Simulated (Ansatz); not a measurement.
Ta4NiO11:

```xyz
16
Lattice="1.9549 -14.8297 0.0000 1.9549 14.8297 0.0000 0.0000 0.0000 3.8859" Properties=species:S:1:pos:R:3 pbc="T T T"
Ta    1.9549    8.7682    0.0000
Ta    1.9549  -12.5907    0.0000
Ta    1.9549   12.5907    0.0000
Ta    1.9549   -8.7682    0.0000
Ni    1.9549    0.0000    0.0000
O     1.9549   10.6813    0.0000
O     1.9549   -6.5568    0.0000
O     1.9549    1.8849    0.0000
O     1.9549   -1.8849    0.0000
O     0.0000    0.0000    0.0000
O     1.9549  -10.6813    0.0000
O     1.9549    6.5568    0.0000
O     1.9549  -12.6913    1.9429
O     1.9549   12.6913    1.9429
O     1.9549   -8.7306    1.9429
O     1.9549    8.7306    1.9429
```

The cell was built by a generator and needn't be a form met in nature.

Base run:

```yaml
Program: Ansatz 0.2.0
Functional: PBE
Potentials_or_basis: Ansatz PAW
Cutoff: "420 eV (not typed: the program's choice for these potentials)"
k_mesh: 7 × 7 × 7
Occupations: fermi-dirac, width 0.05 eV
Spin: collinear spin, ferromagnetic start
Starting_moments: "[0.0, 0.0, 0.0, 0.0, 1.0, 0.0, 0.0, 0.0, 0.0, 0.0, 0.0, 0.0, 0.0, 0.0, 0.0, 0.0] μB"
```

Its results: band gap on the k mesh none (metal or under the smearing width); pressure 0.1 GPa; net moment 0.85 μB per cell; site moments Ta -0.00; Ni +0.68; O -0.00, +0.01, +0.09, +0.00 μB; largest force 0.053 eV/Å.

**Question.** The run is repeated on the same cell with these changes: functional from PBE to PBEsol. What comes out?

**Answer.** Band gap on the k mesh none (metal or under the smearing width); pressure -5.1 GPa; net moment 0.85 μB per cell; site moments Ta -0.00; Ni +0.67; O -0.00, +0.01, +0.10, +0.00 μB; largest force 0.151 eV/Å.

PBEsol binds more tightly than PBE, so the same cell stands under less pressure.

Caveats: a cell with one magnetic atom can't hold antiferromagnetic order, which such compounds often take; semilocal functionals often make such compounds metallic where correlation or magnetic order opens a gap, which also shifts bond lengths; spin-orbit coupling is left out, which moves the levels of the heavy elements (some runs); the PAW data sets come from PBE, with cores solved anew for the run's functional, which leaves a small shift of forces and pressure (some runs).
